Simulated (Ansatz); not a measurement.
Crystal: MnS.

```
Mn S
1.0
     0.00000    2.61225    2.61225
     2.61225    0.00000    2.61225
     2.61225    2.61225    0.00000
Mn S
1 1
Direct
  0.00000 0.00000 0.00000
  0.50000 0.50000 0.50000
```

Base run:

- Program: Ansatz 0.2.0
- Functional: PBE
- Potentials or basis: Ansatz PAW
- Cutoff: 420 eV
- Density cutoff: 1680 eV
- k mesh: 6 × 6 × 6
- Occupations: gaussian, width 0.05 eV
- Spin: collinear spin, ferromagnetic start
- Starting moments: [4.0, 0.0] μB
- Hubbard terms: Mn d U = 3 eV

Its results: band gap on the k mesh 0.51 eV, indirect (least direct gap 2.18 eV); pressure 3.3 GPa; net moment 5.00 μB per cell; site moments Mn +4.48; S +0.14 μB.

**Question.** The run is repeated on the same cell with these changes: hubbard terms from Mn d U = 3 eV to none; hubbard projectors from ortho-atomic (the default) to none. What comes out?

**Answer.** Band gap on the k mesh none (metal or under the smearing width); pressure -4.0 GPa; net moment 4.68 μB per cell; site moments Mn +4.20; S +0.14 μB.

The U term pushes filled and empty states of the shell apart.

Caveats: a cell with one magnetic atom can't hold antiferromagnetic order, which such compounds often take; the magnetic or orbital state may not be the lowest (some runs); semilocal functionals often make such compounds metallic where correlation or magnetic order opens a gap, which also shifts bond lengths (some runs).

A k mesh can miss the band edges.

Not every run made on this cell is shown here.
